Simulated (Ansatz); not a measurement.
# CoSi2: the cost of one run

Computed with Ansatz 0.2.0 (DFT PBE, scalar-relativistic, plane waves, PAW, unless a step's input says otherwise).

1 further run of the same task is left out (set aside as unsound or not needed).

## (1) The structure to begin with

The structure is cubic, space group Fm-3m (No. 225). Conventional cell: a = 5.360 Å, b = 5.360 Å, c = 5.360 Å, α = 90.00°, β = 90.00°, γ = 90.00°. Co (site symmetry m-3m) has 8 Si at 2.32 Å as nearest neighbours. Around Si (site symmetry -43m) lie 4 Co at 2.32 Å.

Coordinates:

```cif
data_structure
_symmetry_space_group_name_H-M 'Fm-3m'
_symmetry_Int_Tables_number 225
_cell_length_a 5.3599
_cell_length_b 5.3599
_cell_length_c 5.3599
_cell_angle_alpha 90.000
_cell_angle_beta 90.000
_cell_angle_gamma 90.000
_cell_volume 153.98
loop_
_atom_site_label
_atom_site_type_symbol
_atom_site_symmetry_multiplicity
_atom_site_Wyckoff_symbol
_atom_site_fract_x
_atom_site_fract_y
_atom_site_fract_z
_atom_site_occupancy
Co1 Co 4 a 0.00000 0.00000 0.00000 1
Si1 Si 8 c 0.25000 0.75000 0.75000 1
```

It is the end of an earlier relaxation with the same method, from a generated guess; it is a trial structure. At a tolerance of 0.05 Å it has space group Fm-3m (No. 225); it has 12.83 Å³/atom, an uncorrected energy of -0.47 eV/atom over the elements.

## (2) Static run: bands, density of states and charges

File input.yaml:

```yaml
crystal:
  lattice:
    - [0.0, 2.679939044, 2.679939044]
    - [2.679939044, 0.0, 2.679939044]
    - [2.679939044, 2.679939044, 0.0]
  atoms:
    - { symbol: Co, position: [0.0, 0.0, 0.0] }
    - { symbol: Si, position: [0.25, 0.25, 0.25] }
    - { symbol: Si, position: [0.75, 0.75, 0.75] }
basis:
  ecutwfc: 420
kpoints:
  mp_grid: { grid: [14, 14, 14] }
  band_path:
    path:
      - [[0.0, 0.0, 0.0], [0.5, 0.0, 0.5], [0.625, 0.25, 0.625]]
      - [[0.375, 0.375, 0.75], [0.0, 0.0, 0.0], [0.5, 0.5, 0.5], [0.5, 0.25, 0.75], [0.5, 0.0, 0.5]]
    npoints: 14
hamiltonian:
  xc: pbe
scf:
  occupations: { method: gaussian, width: 0.1 }
  n_extra_bands: 7
output:
  forces: true
  stress: true
  eigenvalues: true
  populations: true
  dos: { projected: true, de: 0.02, nscf_kmesh: { grid: [17, 17, 17] } }
  bader: true
  write_density: true
  write_potential: true
  elf: true
  volumetric_format: npy
```

Launch:

```bash
> ansatz run input.yaml --threads 1 --pin off --max-ram 2560MiB --backend cpu --events-out ev --progress --plain --runs-dir out
```

Q: Estimate wall time and peak memory on 1 thread of AMD EPYC 9R45 (Zen 5), shared host.

About 30 s, with a peak of 0.4 GiB.
